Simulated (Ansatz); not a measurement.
# CH4B2S: small, medium and large basis sets

An exercise on one series of results from a longer session: the logs are not shown, and one member is left open.

Program: Ansatz 0.2.0, Gaussian basis. Level of theory: one geometry, several basis sets. These are calculated values, not measurements.

Plan: PBE0-D4/def2-SVP; ωB97M-V/def2-SVP; PBE0-D4/def2-QZVPP; ωB97M-V/def2-QZVPP; the functionals' def2-TZVPP values are taken from earlier runs.

1 further run of the same task is left out (it didn't finish).

## The geometry

All runs share one geometry, relaxed beforehand with PBE0-D4 in a triple-zeta def2 set.

SMILES `B1BSC1`, 8 atoms, charge 0, spin multiplicity 1.

Atoms are counted from 1 here; the program's logs count them from 0.

Bond lengths: B1–B2 1.631 Å, B1–C4 1.570 Å, B1–H5 1.197 Å, B2–S3 1.816 Å, B2–H6 1.185 Å, S3–C4 1.851 Å, C4–H7 1.089 Å, C4–H8 1.084 Å. Angles: B2–B1–C4 102.6°, B2–B1–H5 126.4°, C4–B1–H5 121.6°, B1–B2–S3 75.5°, B1–B2–H6 155.6°, S3–B2–H6 126.5°, B2–S3–C4 85.9°, B1–C4–S3 75.9°, B1–C4–H7 119.9°, B1–C4–H8 120.6°, S3–C4–H7 113.6°, S3–C4–H8 107.5°, H7–C4–H8 112.5°.

Set-up of the first run:

in.yaml reads:

```yaml
crystal:
  periodic: [false, false, false]
  atoms:
    - {symbol: B, position_ang: [-0.570566, 0.475720, -0.343029]}
    - {symbol: B, position_ang: [0.285765, 1.055996, 0.917901]}
    - {symbol: S, position_ang: [1.375406, -0.184883, 0.161459]}
    - {symbol: C, position_ang: [-0.182257, -1.045431, -0.349473]}
    - {symbol: H, position_ang: [-0.830694, 1.061059, -1.354022]}
    - {symbol: H, position_ang: [0.590354, 1.853792, 1.738828]}
    - {symbol: H, position_ang: [-0.095774, -1.579410, -1.294349]}
    - {symbol: H, position_ang: [-0.480034, -1.693943, 0.466886]}
basis:
  gaussian: {orbitals: def2-SVP}
hamiltonian: {xc: pbe0, dispersion: d4}
output: {orbitals: {seedname: orbitals}}
```

Run with:

```console
ansatz run in.yaml --threads 2 --pin off --events-out ev --progress --plain --max-ram 4352MiB
```

Steps of the session up to this table: PBE0-D4 in def2-SVP; ωB97M-V in def2-SVP; PBE0-D4 in def2-QZVPP; ωB97M-V in def2-QZVPP.

One table of the session follows, with a row left open; its other results are not shown here.

It belongs to the step «Density functionals: the series». 

```
functional       basis  HOMO (eV)  LUMO (eV)
   PBE0-D4    def2-SVP          ?          ?
   PBE0-D4  def2-TZVPP      -7.44      -1.70
   PBE0-D4  def2-QZVPP      -7.45      -1.73
   ωB97M-V    def2-SVP      -9.53       0.53
   ωB97M-V  def2-TZVPP      -9.58       0.28
   ωB97M-V  def2-QZVPP      -9.59       0.20
```

Estimate the missing values for PBE0-D4, def2-SVP.

The run gave: HOMO (eV): -7.41; LUMO (eV): -1.57. In the column «HOMO (eV)» it is the highest.
